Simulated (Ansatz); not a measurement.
**Cu2: small, medium and large basis sets**

The task here is to estimate one member of a computed series from the others.

Program: Ansatz 0.2.0, Gaussian basis. Level of theory: one geometry, several basis sets. These are calculated values, not measurements.

Levels to be run: PBE0-D4/def2-SVP; ωB97M-V/def2-SVP; PBE0-D4/def2-QZVPP; ωB97M-V/def2-QZVPP; the functionals' def2-TZVPP values are taken from earlier runs.

### The relaxed structure

The geometry comes from an earlier relaxation with PBE0-D4 in a triple-zeta def2 set; it is a stationary point.

SMILES `[Cu][Cu]`, 2 atoms, charge 0, spin multiplicity 1.

Atoms are counted from 1 here; the program's logs count them from 0.

Bond lengths: Cu1–Cu2 2.285 Å.

The first run:

in.yaml reads:

```yaml
crystal:
  periodic: [false, false, false]
  atoms:
    - {symbol: Cu, position_ang: [0.000000, 0.000000, -0.032437]}
    - {symbol: Cu, position_ang: [-0.000000, -0.000000, 2.252137]}
basis:
  gaussian: {orbitals: def2-SVP}
hamiltonian: {xc: pbe0, dispersion: d4}
output: {orbitals: {seedname: orbitals}}
```

Command:

```sh
$ ansatz run in.yaml --threads 4 --pin off --events-out ev --progress --plain --max-ram 10444MiB
```

Steps of the session up to this table: PBE0-D4 in def2-SVP; ωB97M-V in def2-SVP; PBE0-D4 in def2-QZVPP; ωB97M-V in def2-QZVPP.

One table of the session follows, with a row left open; its other results are not shown here.

It belongs to the step «Functionals by basis». 

| functional | basis | HOMO (eV) | LUMO (eV) |
| --- | --- | --- | --- |
| PBE0-D4 | def2-SVP | -5.22 | -1.79 |
| PBE0-D4 | def2-TZVPP | -5.72 | -2.12 |
| PBE0-D4 | def2-QZVPP | -5.70 | -2.10 |
| ωB97M-V | def2-SVP | ? | ? |
| ωB97M-V | def2-TZVPP | -7.51 | -0.58 |
| ωB97M-V | def2-QZVPP | -7.51 | -0.61 |

**Question.** Estimate the row for ωB97M-V, def2-SVP.

**Answer.** HOMO (eV): -6.99; LUMO (eV): -0.30. In the column «HOMO (eV)» it lies between ωB97M-V, def2-QZVPP (-7.51) and PBE0-D4, def2-TZVPP (-5.72).
